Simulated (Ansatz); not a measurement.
# C₂H₉BN₂: a ladder of functionals and wavefunction methods

One table from this session's results is given with a row withheld; the runs are named, their logs left out.

Computed with Ansatz 0.2.0, Gaussian basis. Level: functionals in def2-TZVPP, the program's frozen cores in correlated methods.

The runs, in order: PBE-D4, r2SCAN-D4, PBE0-D4, B3LYP-D4, ωB97X-V, ωB97M-V, B2PLYP; CCSD(T)/def2-TZVPP; MP2/def2-QZVPP; extrapolation to the limit.

## The relaxed structure

The geometry comes from an earlier relaxation with PBE0-D4 in a triple-zeta def2 set; it is a stationary point, not always the lowest conformer.

14 atoms, charge 0, spin multiplicity 1.

Atoms are counted from 1 here; the program's logs count them from 0.

Bond lengths: C1–C2 1.519 Å, C1–H6 1.094 Å, C1–H7 1.093 Å, C1–H8 1.092 Å, C2–N3 1.443 Å, C2–H9 1.098 Å, C2–H10 1.092 Å, N3–B4 1.407 Å, N3–H11 1.009 Å, B4–N5 1.411 Å, B4–H12 1.201 Å, N5–H13 1.005 Å, N5–H14 1.002 Å. Angles: C2–C1–H6 111.0°, C2–C1–H7 111.0°, C2–C1–H8 110.6°, H6–C1–H7 107.7°, H6–C1–H8 107.9°, H7–C1–H8 108.5°, C1–C2–N3 113.2°, C1–C2–H9 109.3°, C1–C2–H10 109.8°, N3–C2–H9 110.4°, N3–C2–H10 107.4°, H9–C2–H10 106.4°, C2–N3–B4 125.8°, C2–N3–H11 113.8°, B4–N3–H11 120.3°, N3–B4–N5 123.0°, N3–B4–H12 118.4°, N5–B4–H12 118.6° and more.

Set-up of the first run:

File in.yaml:

```yaml
crystal:
  periodic: [false, false, false]
  atoms:
    - {symbol: C, position_ang: [-1.599778, 0.738360, 1.172907]}
    - {symbol: C, position_ang: [-0.855671, 0.850875, -0.146663]}
    - {symbol: N, position_ang: [0.458809, 0.257444, -0.110060]}
    - {symbol: B, position_ang: [0.873184, -0.870613, -0.842720]}
    - {symbol: N, position_ang: [2.168407, -1.421451, -0.739359]}
    - {symbol: H, position_ang: [-1.048354, 1.233783, 1.977411]}
    - {symbol: H, position_ang: [-2.585421, 1.206994, 1.108524]}
    - {symbol: H, position_ang: [-1.730803, -0.309359, 1.452546]}
    - {symbol: H, position_ang: [-0.790884, 1.907297, -0.438770]}
    - {symbol: H, position_ang: [-1.420070, 0.347001, -0.934697]}
    - {symbol: H, position_ang: [1.089222, 0.702790, 0.539089]}
    - {symbol: H, position_ang: [0.088255, -1.385997, -1.591036]}
    - {symbol: H, position_ang: [2.894735, -1.063342, -0.144628]}
    - {symbol: H, position_ang: [2.445374, -2.222984, -1.273746]}
basis:
  gaussian: {orbitals: def2-TZVPP}
hamiltonian: {xc: pbe, dispersion: d4}
output: {forces: true, orbitals: {seedname: orbitals}}
```

On the command line:

```
> ansatz run in.yaml --threads 4 --pin off --events-out ev --progress --plain --max-ram 10444MiB
```

Steps of the session up to this table: PBE-D4 (GGA); r2SCAN-D4 (meta-GGA); PBE0-D4 (hybrid); B3LYP-D4 (hybrid); ωB97X-V (range-separated); ωB97M-V (range-separated); B2PLYP (double hybrid); CCSD(T) in def2-TZVPP; MP2 in def2-QZVPP.

One table of the session follows, with a row left open; its other results are not shown here.

```
            method  atoms, summed (eV)  atomisation energy (kcal/mol)
            PBE-D4           -5816.783                         1317.6
         r2SCAN-D4           -5822.256                         1289.9
           PBE0-D4           -5818.501                         1297.0
          B3LYP-D4           -5826.236                         1298.5
           ωB97X-V           -5823.889                         1294.3
           ωB97M-V           -5822.546                         1297.2
            B2PLYP           -5820.941                         1281.9
     HF/def2-TZVPP           -5802.041                          945.5
    MP2/def2-TZVPP           -5811.986                         1268.7
   CCSD/def2-TZVPP           -5814.535                         1238.9
CCSD(T)/def2-TZVPP           -5814.805                         1255.0
           MP2/CBS                   ?                              ?
       CCSD(T)/CBS           -5816.525                         1287.4
```

Q: Estimate the row for MP2/CBS from the others.

As computed: atoms, summed (eV): -5813.706; atomisation energy (kcal/mol): 1301.1. In the column «atoms, summed (eV)» it lies between CCSD/def2-TZVPP (-5814.535) and MP2/def2-TZVPP (-5811.986).
